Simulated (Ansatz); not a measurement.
# C₂H₅FZn: small, medium and large basis sets

How large a basis does C₂H₅FZn need? Two functionals are run in growing sets.

Method: one geometry, several basis sets; program: Ansatz 0.2.0, Gaussian basis.

Levels to be run: PBE0-D4/def2-SVP; ωB97M-V/def2-SVP; PBE0-D4/def2-QZVPP; ωB97M-V/def2-QZVPP; the functionals' def2-TZVPP values are taken from earlier runs.

### Step 1. The geometry

The geometry comes from an earlier relaxation with PBE0-D4 in a triple-zeta def2 set; it is a stationary point, not always the lowest conformer.

SMILES `C[CH2][Zn][F]`, 9 atoms, charge 0, spin multiplicity 1.

Atoms are counted from 1 here; the program's logs count them from 0.

Bond lengths: C1–C2 1.526 Å, C1–H5 1.093 Å, C1–H6 1.095 Å, C1–H7 1.093 Å, C2–Zn3 1.928 Å, C2–H8 1.094 Å, C2–H9 1.094 Å, Zn3–F4 1.757 Å. Angles: C2–C1–H5 112.1°, C2–C1–H6 111.1°, C2–C1–H7 112.1°, H5–C1–H6 107.1°, H5–C1–H7 107.2°, H6–C1–H7 107.1°, C1–C2–Zn3 115.3°, C1–C2–H8 110.5°, C1–C2–H9 110.5°, Zn3–C2–H8 107.0°, Zn3–C2–H9 107.0°, H8–C2–H9 106.0°, C2–Zn3–F4 179.9°.

### Step 2. PBE0-D4 in def2-SVP

in.yaml reads:

```yaml
crystal:
  periodic: [false, false, false]
  atoms:
    - {symbol: C, position_ang: [-0.348242, 1.090720, -0.034207]}
    - {symbol: C, position_ang: [-0.045893, -0.275777, 0.575226]}
    - {symbol: Zn, position_ang: [0.696214, -1.573523, -0.642116]}
    - {symbol: F, position_ang: [1.372678, -2.758467, -1.749047]}
    - {symbol: H, position_ang: [-1.073486, 1.025577, -0.848695]}
    - {symbol: H, position_ang: [-0.765455, 1.771866, 0.714478]}
    - {symbol: H, position_ang: [0.547963, 1.567461, -0.438122]}
    - {symbol: H, position_ang: [0.658525, -0.177658, 1.406930]}
    - {symbol: H, position_ang: [-0.953703, -0.716501, 0.998552]}
basis:
  gaussian: {orbitals: def2-SVP}
hamiltonian: {xc: pbe0, dispersion: d4}
output: {orbitals: {seedname: orbitals}}
```

On the command line:

```
$ ansatz run in.yaml --threads 4 --pin off --events-out ev --progress --plain --max-ram 10444MiB
```

Further steps of the session: ωB97M-V in def2-SVP; PBE0-D4 in def2-QZVPP; ωB97M-V in def2-QZVPP.

Before running them: what should the planned runs give, taken together? Wanted: PBE0-D4: double and triple zeta above quadruple; ωB97M-V: double and triple zeta above quadruple.

The runs gave:

| quantity | value |
| --- | --- |
| PBE0-D4: double and triple zeta above quadruple | 14.42, 1.51 eV |
| ωB97M-V: double and triple zeta above quadruple | 14.61, 1.46 eV |

In words: PBE0-D4 gains 12.91 eV from double to triple zeta, then 1.51 eV more. Total energies overstate the basis error of differences, where much of it tends to cancel. The LUMO of ωB97M-V is positive and keeps falling with the basis (1.12 to 0.56 eV): an unbound level that the basis holds in place.
